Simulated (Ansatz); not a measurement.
# CH5BBrNO: a ladder of functionals and wavefunction methods

One table from this session's results is given with a row withheld; the runs are named, their logs left out.

The runs use Ansatz 0.2.0, Gaussian basis; functionals in def2-TZVPP, the program's frozen cores in correlated methods.

The runs, in order: PBE-D4, r2SCAN-D4, PBE0-D4, B3LYP-D4, ωB97X-V, ωB97M-V, B2PLYP; CCSD(T)/def2-TZVPP; MP2/def2-QZVPP; extrapolation to the limit.

**The geometry**

The geometry comes from an earlier relaxation with PBE0-D4 in a triple-zeta def2 set; it is a stationary point, not always the lowest conformer.

SMILES `COB(N)Br`, 10 atoms, charge 0, spin multiplicity 1.

Atoms are counted from 1 here; the program's logs count them from 0.

Bond lengths: C1–O2 1.411 Å, C1–H6 1.093 Å, C1–H7 1.093 Å, C1–H8 1.090 Å, O2–B3 1.351 Å, B3–N4 1.394 Å, B3–Br5 1.956 Å, N4–H9 1.005 Å, N4–H10 1.002 Å. Angles: O2–C1–H6 111.2°, O2–C1–H7 111.2°, O2–C1–H8 107.3°, H6–C1–H7 108.7°, H6–C1–H8 109.2°, H7–C1–H8 109.3°, C1–O2–B3 124.4°, O2–B3–N4 120.5°, O2–B3–Br5 121.4°, N4–B3–Br5 118.1°, B3–N4–H9 121.6°, B3–N4–H10 122.9°, H9–N4–H10 115.5°.

Set-up of the first run:

File in.yaml:

```yaml
crystal:
  periodic: [false, false, false]
  atoms:
    - {symbol: C, position_ang: [-1.195268, 0.854642, -0.870863]}
    - {symbol: O, position_ang: [-0.413197, 0.519295, 0.254657]}
    - {symbol: B, position_ang: [0.539724, -0.438226, 0.262830]}
    - {symbol: N, position_ang: [1.265957, -0.703537, 1.423062]}
    - {symbol: Br, position_ang: [0.943033, -1.489123, -1.336434]}
    - {symbol: H, position_ang: [-0.570033, 1.206218, -1.695248]}
    - {symbol: H, position_ang: [-1.779542, -0.002175, -1.215173]}
    - {symbol: H, position_ang: [-1.872557, 1.653054, -0.567783]}
    - {symbol: H, position_ang: [1.101389, -0.195106, 2.274554]}
    - {symbol: H, position_ang: [1.980494, -1.405043, 1.470418]}
basis:
  gaussian: {orbitals: def2-TZVPP}
hamiltonian: {xc: pbe, dispersion: d4}
output: {forces: true, orbitals: {seedname: orbitals}}
```

The run is started by

```console
$ ansatz run in.yaml --threads 2 --pin off --events-out ev --progress --plain --max-ram 22528MiB --backend cpu
```

Among the steps run: PBE-D4 (GGA); r2SCAN-D4 (meta-GGA); PBE0-D4 (hybrid); B3LYP-D4 (hybrid); ωB97X-V (range-separated); ωB97M-V (range-separated); B2PLYP (double hybrid); CCSD(T) in def2-TZVPP; MP2 in def2-QZVPP.

One table of the session follows, with a row left open; its other results are not shown here.

| method | atomisation energy (kJ/mol) |
| --- | --- |
| PBE-D4 | 3982.3 |
| r2SCAN-D4 | 3899.7 |
| PBE0-D4 | 3900.5 |
| B3LYP-D4 | 3890.5 |
| ωB97X-V | 3889.7 |
| ωB97M-V | 3899.7 |
| B2PLYP | 3850.7 |
| HF/def2-TZVPP | 2806.9 |
| MP2/def2-TZVPP | 3864.8 |
| CCSD/def2-TZVPP | 3713.3 |
| CCSD(T)/def2-TZVPP | 3774.3 |
| MP2/CBS | 3973.7 |
| CCSD(T)/CBS | ? |

Estimate the missing values for CCSD(T)/CBS.

**Answer.** atomisation energy (kJ/mol): 3883.1. In the column «atomisation energy (kJ/mol)» it lies between MP2/def2-TZVPP (3864.8) and ωB97X-V (3889.7).

Limits of these values: Free atoms (1 C, 1 O, 1 B, 1 N, 1 Br, 5 H) were run apart at each level; the atomisation energy is their sum less the molecule, without zero-point or spin-orbit terms.
